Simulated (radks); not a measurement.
# Cl⁻ inside a hard spherical wall

An exercise on one series of results from a longer session: the logs are not shown, and one member is left open.

The numbers are computed with radks (a radial shooting solver on a logarithmic mesh, Libxc functionals) version 1 (non-relativistic Kohn-Sham, LDA (Slater exchange, VWN5 correlation), spin-polarised, spherical densities, point nucleus), except any that are marked as measured or tabulated.

### The system

```
element       : chlorine (Z = 17)
charge        : -1
electrons     : 18
configuration : [Ar]
```

The outer shells:

Cl⁻
```
[Ne] core
3s [↑↓]
3p [↑↓][↑↓][↑↓]
```

The first run:

Input:

```text
Z 17
configuration [Ar] 4s0 3d0 4p0
relativity non-relativistic
functional lda,vwn5
spin polarised
nucleus point
wall 20 bohr
```

Among the steps run: Wall at 20 bohr; Wall at 10 bohr; Wall at 6 bohr; Wall at 3.5 bohr; Wall at 3 bohr; Wall at 2 bohr; Wall at 1.5 bohr.

One of the session's tables, all rows but one given; the rest of the session is left out.

| R (bohr) | E − E(widest) (eV) | ε(3p) (eV) | ε(4s, empty) (eV) | ε(4p, empty) (eV) | ε(3d, empty) (eV) |
| --- | --- | --- | --- | --- | --- |
| 20 | 0.000 | 0.095 | 2.473 | 2.686 | 3.025 |
| 10 | 0.016 | 0.163 | 4.687 | 6.003 | 7.056 |
| 6 | 0.735 | 1.214 | 10.400 | 14.185 | 13.007 |
| 3.5 | ? | ? | ? | ? | ? |
| 3 | 39.794 | 17.203 | 64.537 | 74.456 | 36.998 |
| 2 | 245.02 | 62.974 | 205.45 | 213.95 | 85.248 |
| 1.5 | 741.41 | 149.74 | 449.58 | 442.09 | 158.45 |

Estimate the missing values for R (bohr) = 3.5.

Worked estimate for «E − E(widest) (eV)». A straight line through the neighbours (6, 0.735) and (3, 39.794) gives 0.735 + (39.794 − 0.735) × (3.5 − 6) / (3 − 6) = 33.284; a parabola fitted to 4 rows on both sides gives 79.430.

The run gave: E − E(widest) (eV): 18.086; ε(3p) (eV): 10.061; ε(4s, empty) (eV): 41.324; ε(4p, empty) (eV): 49.941; ε(3d, empty) (eV): 27.882. In «E − E(widest) (eV)» the line misses by +15.198 and the parabola by +61.344. Between these rows the values bend or scatter more than so simple an estimate can follow.

From R = 20 bohr inwards the highest occupied level lies above zero, in an anion first from self-interaction, then from the wall. Shells are not refilled when levels cross, and a hard wall is a model, not a crystal.
